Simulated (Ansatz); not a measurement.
# BCl2H5OSi: the cost of one run

Program: Ansatz 0.2.0. Level of theory: RKS PBE/def2-SVP. These are calculated values, not measurements.

### Step 1. The system as given

Bond lengths: B1–O2 1.750 Å, B1–Cl3 1.768 Å, B1–Cl4 1.793 Å, B1–Si6 2.279 Å, O2–H7 0.962 Å, Si6–H8 1.462 Å, Si6–H9 1.456 Å, Si6–H10 1.466 Å. Angles: B1–O2–H7 109.4°, O2–B1–Cl3 107.9°, O2–B1–Cl4 107.1°, O2–B1–Si6 101.1°, Cl3–B1–Cl4 117.5°, Cl3–B1–Si6 112.1°, Cl4–B1–Si6 109.8°, B1–Si6–H8 107.8°, B1–Si6–H9 102.2°, B1–Si6–H10 121.3°, H8–Si6–H9 109.8°, H8–Si6–H10 107.9°, H9–Si6–H10 107.5°.

Structure file:

```xyz
10

B    -0.7863    0.5716   -0.0443
O     0.4162    1.7438   -0.5378
Cl   -2.0187    0.4932   -1.3094
Cl   -1.3221    1.0269    1.6050
H     0.6362    0.5145   -0.2549
Si    0.4677   -1.3287    0.0490
H     0.5771    2.3596    0.1841
H     0.8687   -1.5303    1.4403
H    -0.4944   -2.3504   -0.3395
H     1.6556   -1.5001   -0.7924
```

### Step 2. A restrained relaxation towards end A

Springs on the bonds that form and break draw the guess towards this end; the thresholds are loose.

Contents of input.yaml:

```yaml
crystal:
  periodic: [false, false, false]
  atoms:
    - { symbol: B, position_ang: [-0.7863, 0.5716, -0.0443] }
    - { symbol: O, position_ang: [0.4162, 1.7438, -0.5378] }
    - { symbol: Cl, position_ang: [-2.0187, 0.4932, -1.3094] }
    - { symbol: Cl, position_ang: [-1.3221, 1.0269, 1.605] }
    - { symbol: H, position_ang: [0.6362, 0.5145, -0.2549] }
    - { symbol: Si, position_ang: [0.4677, -1.3287, 0.049] }
    - { symbol: H, position_ang: [0.5771, 2.3596, 0.1841] }
    - { symbol: H, position_ang: [0.8687, -1.5303, 1.4403] }
    - { symbol: H, position_ang: [-0.4944, -2.3504, -0.3395] }
    - { symbol: H, position_ang: [1.6556, -1.5001, -0.7924] }
basis:
  gaussian: { orbitals: def2-SVP }
hamiltonian:
  xc: pbe
relax:
  f_tol: 0.15
  max_steps: 25
  restrain:
    - { distance: [0, 5], at: 3.25, k: 30.0 }
    - { distance: [4, 1], at: 2.27, k: 30.0 }
    - { distance: [0, 1], at: 1.5, k: 30.0 }
    - { distance: [4, 5], at: 1.42, k: 30.0 }
```

Run with:

```console
$ ansatz run input.yaml --threads 2 --pin off --max-ram 3072MiB --backend cpu --events-out ev --progress --plain --runs-dir out
```

Q: Estimate wall time and peak memory on 2 threads of Intel Xeon Platinum 8488C (Sapphire Rapids), shared host.

About 16 s, with a peak of 0.17 GiB.
